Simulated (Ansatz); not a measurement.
# WBrF4: the cost of one run

Method: DFT PBE, scalar-relativistic, plane waves, PAW, in Ansatz 0.2.0.

1 further run of the same task is left out (it didn't finish). Runs told in other sessions of the task aren't counted.

## Step 1: Starting point

Symmetry: Cmmm, No. 65, orthorhombic system. The conventional cell has a = 9.346 Å, b = 10.391 Å, c = 3.307 Å, α = 90.00°, β = 90.00°, γ = 90.00°. W (site symmetry mmm) is surrounded by 6 F at 1.83 to 2.04 Å. Br (site symmetry mmm) has 2 Br at 3.31 Å and 6 F at 3.47 to 3.75 Å in its first shell of neighbours. F (site symmetry 2mm) is surrounded by 2 W at 2.04 Å. F (site symmetry m2m) has 1 W at 1.83 Å in its first shell of neighbours.

Structure file:

```
W Br F
1.0
     4.67305   -5.19555    0.00000
     4.67305    5.19555    0.00000
     0.00000    0.00000    3.30689
W Br F
1 1 4
Cartesian
  0.0000 0.0000 0.0000
  4.6731 0.0000 1.6534
  1.2029 0.0000 1.6534
  8.1432 0.0000 1.6534
  4.6731 -3.3691 0.0000
  4.6731 3.3691 0.0000
```

The cell was relaxed beforehand at this level, from a database cell with other species swapped in; it is a trial structure. At a tolerance of 0.05 Å it has space group Cmmm (No. 65); it has 26.76 Å³/atom, an uncorrected energy of -1.72 eV/atom over the elements.

## Step 2: Static run: bands, density of states and charges

The input, input.yaml:

```yaml
crystal:
  lattice:
    - [4.6730533941, -5.1955469439, 0.0]
    - [4.6730533941, 5.1955469439, 0.0]
    - [0.0, 0.0, 3.3068853813]
  atoms:
    - { symbol: W, position: [0.0, 0.0, 0.0] }
    - { symbol: Br, position: [0.5, 0.5, 0.5] }
    - { symbol: F, position: [0.128705923, 0.128705923, 0.5] }
    - { symbol: F, position: [0.871294077, 0.871294077, 0.5] }
    - { symbol: F, position: [0.8242300108, 0.1757699892, 0.0] }
    - { symbol: F, position: [0.1757699892, 0.8242300108, 0.0] }
basis:
  ecutwfc: 420
kpoints:
  mp_grid: { grid: [6, 6, 12] }
  band_path:
    path:
      - [[0.0, 0.0, 0.0], [-0.5, 0.5, 0.0], [-0.45224554, 0.54775446, 0.0]]
      - [[0.45224554, 0.45224554, 0.0], [0.0, 0.0, 0.0], [0.0, 0.0, 0.5], [0.45224554, 0.45224554, 0.5]]
      - [[-0.45224554, 0.54775446, 0.5], [-0.5, 0.5, 0.5], [-0.5, 0.5, 0.0]]
      - [[0.0, 0.0, 0.0], [0.0, 0.5, 0.0], [0.0, 0.5, 0.5], [0.0, 0.0, 0.5], [-0.5, 0.5, 0.5]]
    npoints: 14
hamiltonian:
  xc: pbe
scf:
  occupations: { method: gaussian, width: 0.1 }
  n_extra_bands: 15
output:
  forces: true
  stress: true
  eigenvalues: true
  populations: true
  dos: { projected: true, de: 0.02, nscf_kmesh: { grid: [8, 8, 15] } }
  bader: true
  write_density: true
  write_potential: true
  elf: true
  volumetric_format: npy
```

Run with:

```bash
ansatz run input.yaml --threads 1 --pin off --max-ram 2560MiB --backend cpu --events-out ev --progress --plain --runs-dir out
```

What time and memory should one allow on 1 thread of AMD EPYC (Zen 3), shared host?

About 4.2 min, with a peak of 0.91 GiB.
